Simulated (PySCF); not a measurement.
# F3OOs (Os(O)(F)3+): the cost of one run

The runs use PySCF 2.14.0; B3LYP, Os def2-SVP with ECP60, O def2-SVP, F def2-SVP; scalar-relativistic core potentials, no spin–orbit coupling.

2 further runs of the same task are left out: 2 for a known fault of the program.

## Step 1: Starting geometry

5 atoms, charge 1, spin multiplicity 1.

Bond lengths: Os1–O2 1.465 Å, Os1–F3 1.686 Å, Os1–F4 1.686 Å, Os1–F5 1.686 Å. Angles: O2–Os1–F3 109.5°, O2–Os1–F4 109.5°, O2–Os1–F5 109.5°, F3–Os1–F4 109.5°, F3–Os1–F5 109.5°, F4–Os1–F5 109.5°.

Geometry (Å):

```xyz
5
F3OOs
Os    0.0000    0.0000    0.0000
O     0.8459    0.8459    0.8459
F    -0.9732   -0.9732    0.9732
F     0.9732   -0.9732   -0.9732
F    -0.9732    0.9732   -0.9732
```

Formal oxidation states: Os +6.

## Step 2: SCF at the start, singlet

Contents of run.py (the lines that set the calculation):

```python
mol = gto.M(atom='''
Os     0.00000     0.00000     0.00000
O      0.84590     0.84590     0.84590
F     -0.97320    -0.97320     0.97320
F      0.97320    -0.97320    -0.97320
F     -0.97320     0.97320    -0.97320''',
    basis={'Os': 'def2-SVP', 'O': 'def2-SVP', 'F': 'def2-SVP'},
    ecp={'Os': 'def2-SVP'},
    charge=1, spin=0)
mf = dft.RKS(mol, xc='B3LYP')
mf.grids.atom_grid = (50, 194)
mf = mf.density_fit()  # fitting sets: Os def2-universal-JKFIT, O def2-universal-JKFIT, F def2-universal-JKFIT
mf.conv_tol = 1e-08; mf.max_cycle = 55
mf.kernel(dm0)  # dm0: free metal ions and neutral atoms
```

Command:

```
OMP_NUM_THREADS=2 python run.py
```

**Question.** How long does this run take on 2 threads of Arm Neoverse V1, shared host, and how much memory does it need?

About 8.2 s, with a peak of 0.62 GiB.
